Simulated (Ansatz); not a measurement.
**C7H17N: one species, many methods**

How much do the methods differ for C7H17N? The plan is to run it at one geometry with functionals of several rungs and with coupled cluster, and see how far each lands from CCSD(T) at the basis-set limit for the atomisation energy.

The runs use Ansatz 0.2.0, Gaussian basis; functionals in def2-TZVPP, the program's frozen cores in correlated methods.

Levels to be run: LDA (SPW92), PBE-D4, revPBE-D4, BLYP-D4, r2SCAN-D4, B97M-V, PBE0-D4, B3LYP-D4, r2SCANh-D4, r2SCAN0-D4, HSE06-D4, BHLYP-D4, CAM-B3LYP-D4, LC-ωPBE, ωB97X-V, ωB97M-V, B2PLYP, PBE-QIDH; CCSD(T)/def2-SVP; CCSD(T)/def2-TZVPP; MP2/def2-QZVPP; extrapolation to the limit; RPA on PBE.

### Step 1. Structure used throughout

An earlier PBE0-D4 in a triple-zeta def2 set relaxation fixed the geometry.

SMILES `CCCCNC(C)C`, 25 atoms, charge 0, spin multiplicity 1.

Atoms are counted from 1 here; the program's logs count them from 0.

Bond lengths: C1–C2 1.521 Å, C1–H9 1.093 Å, C1–H10 1.095 Å, C1–H11 1.090 Å, C2–C3 1.527 Å, C2–H12 1.096 Å, C2–H13 1.097 Å, C3–C4 1.521 Å, C3–H14 1.095 Å, C3–H15 1.098 Å, C4–N5 1.447 Å, C4–H16 1.103 Å, C4–H17 1.097 Å, N5–C6 1.454 Å, N5–H18 1.015 Å, C6–C7 1.527 Å, C6–C8 1.518 Å, C6–H19 1.098 Å and more. Angles: C2–C1–H9 111.0°, C2–C1–H10 110.7°, C2–C1–H11 111.0°, H9–C1–H10 107.4°, H9–C1–H11 108.7°, H10–C1–H11 107.9°, C1–C2–C3 115.1°, C1–C2–H12 108.8°, C1–C2–H13 109.6°, C3–C2–H12 108.3°, C3–C2–H13 108.8°, H12–C2–H13 105.9°, C2–C3–C4 116.0°, C2–C3–H14 108.9°, C2–C3–H15 109.5°, C4–C3–H14 106.9°, C4–C3–H15 109.3°, H14–C3–H15 105.6° and more.

### Step 2. LDA

This LDA is Slater exchange with PW92 correlation.

in.yaml reads:

```yaml
crystal:
  periodic: [false, false, false]
  atoms:
    - {symbol: C, position_ang: [0.786701, 2.619512, 0.890131]}
    - {symbol: C, position_ang: [1.993133, 1.753539, 0.562287]}
    - {symbol: C, position_ang: [1.832031, 0.853387, -0.660198]}
    - {symbol: C, position_ang: [1.049814, -0.432536, -0.443176]}
    - {symbol: N, position_ang: [-0.343352, -0.195237, -0.130555]}
    - {symbol: C, position_ang: [-1.134611, -1.375501, 0.177344]}
    - {symbol: C, position_ang: [-1.246604, -2.383113, -0.964306]}
    - {symbol: C, position_ang: [-2.510085, -0.932106, 0.642602]}
    - {symbol: H, position_ang: [0.989706, 3.265607, 1.748247]}
    - {symbol: H, position_ang: [0.533943, 3.267116, 0.044430]}
    - {symbol: H, position_ang: [-0.085313, 2.005002, 1.113912]}
    - {symbol: H, position_ang: [2.859682, 2.403585, 0.398855]}
    - {symbol: H, position_ang: [2.244831, 1.130236, 1.428696]}
    - {symbol: H, position_ang: [2.824561, 0.564949, -1.022332]}
    - {symbol: H, position_ang: [1.372297, 1.423809, -1.478617]}
    - {symbol: H, position_ang: [1.192057, -1.074283, -1.329319]}
    - {symbol: H, position_ang: [1.488738, -0.978130, 0.401811]}
    - {symbol: H, position_ang: [-0.783306, 0.323442, -0.883963]}
    - {symbol: H, position_ang: [-0.629824, -1.868608, 1.018528]}
    - {symbol: H, position_ang: [-1.826206, -3.257856, -0.658229]}
    - {symbol: H, position_ang: [-0.267655, -2.735120, -1.295388]}
    - {symbol: H, position_ang: [-1.752939, -1.930847, -1.823677]}
    - {symbol: H, position_ang: [-2.427500, -0.243991, 1.485383]}
    - {symbol: H, position_ang: [-3.039728, -0.416193, -0.165518]}
    - {symbol: H, position_ang: [-3.120381, -1.786657, 0.943042]}
basis:
  gaussian: {orbitals: def2-TZVPP}
hamiltonian: {xc: lda}
output: {orbitals: {seedname: orbitals}}
```

Run with:

```sh
ansatz run in.yaml --threads 4 --pin off --events-out ev --progress --plain --max-ram 66560MiB --backend cuda --devices 0, --max-vram 37GiB
```

After this run come: PBE-D4 (GGA); revPBE-D4 (GGA); BLYP-D4 (GGA); r2SCAN-D4 (meta-GGA); B97M-V (meta-GGA); PBE0-D4 (hybrid); B3LYP-D4 (hybrid); r2SCANh-D4 (hybrid); r2SCAN0-D4 (hybrid); HSE06-D4 (hybrid); BHLYP-D4 (hybrid); CAM-B3LYP-D4 (range-separated); LC-ωPBE (range-separated); ωB97X-V (range-separated); ωB97M-V (range-separated); B2PLYP (double hybrid); PBE-QIDH (double hybrid); CCSD(T) in def2-SVP; CCSD(T) in def2-TZVPP; MP2 in def2-QZVPP; RPA on PBE orbitals.

Q: Predict the results of all the runs planned. Wanted: atomisation energy, CCSD(T)/CBS; farthest beyond LDA; mean size of error, GGA; mean size of error, meta-GGA; mean size of error, hybrid; mean size of error, range-separated; mean size of error, double hybrid; gap, smallest and largest; T1 diagnostic.

The runs gave:

| quantity | value |
| --- | --- |
| atomisation energy, CCSD(T)/CBS | 2345.3 kcal/mol |
| functionals within 11.7 kcal/mol (0.5 %) | revPBE-D4, BLYP-D4, r2SCAN-D4, B97M-V, B3LYP-D4, r2SCANh-D4, LC-ωPBE, ωB97X-V, ωB97M-V, PBE-QIDH |
| farthest beyond LDA | BHLYP-D4 (-47.4 kcal/mol) |
| mean size of error, GGA | 18.9 kcal/mol |
| mean size of error, meta-GGA | 2.7 kcal/mol |
| mean size of error, hybrid | 18.5 kcal/mol |
| mean size of error, range-separated | 7.5 kcal/mol |
| mean size of error, double hybrid | 12.3 kcal/mol |
| gap, smallest and largest | 5.06 eV (BLYP-D4), 12.13 eV (LC-ωPBE) |
| T1 diagnostic | 0.0091 |
| triples share of the correlation energy | 3.8 % |

**Reading.** The LDA atomisation energy is off by 318.9 kcal/mol (14 %): it overbinds. PBE-D4 is off by +44.4 kcal/mol. Double hybrids carry the basis error of their MP2 part in triple zeta, and no dispersion term here, so their miss is partly the set-up's. The rungs meta-GGA, range-separated miss on average by less than the doubt on the reference (11.7 kcal/mol), so they tie. The reference freezes the cores and leaves out relativity and excitations past (T), so misses under about 11.7 kcal/mol can't be ranked. Hartree-Fock recovers 75 % of the binding; the rest is correlation. CCSD(T) in def2-SVP is off by -88.4 kcal/mol, more than most functionals: a good method in a small basis is no reference. The gap grows from 5.1 to 12.1 eV across the functionals, mostly with the share of exact exchange.
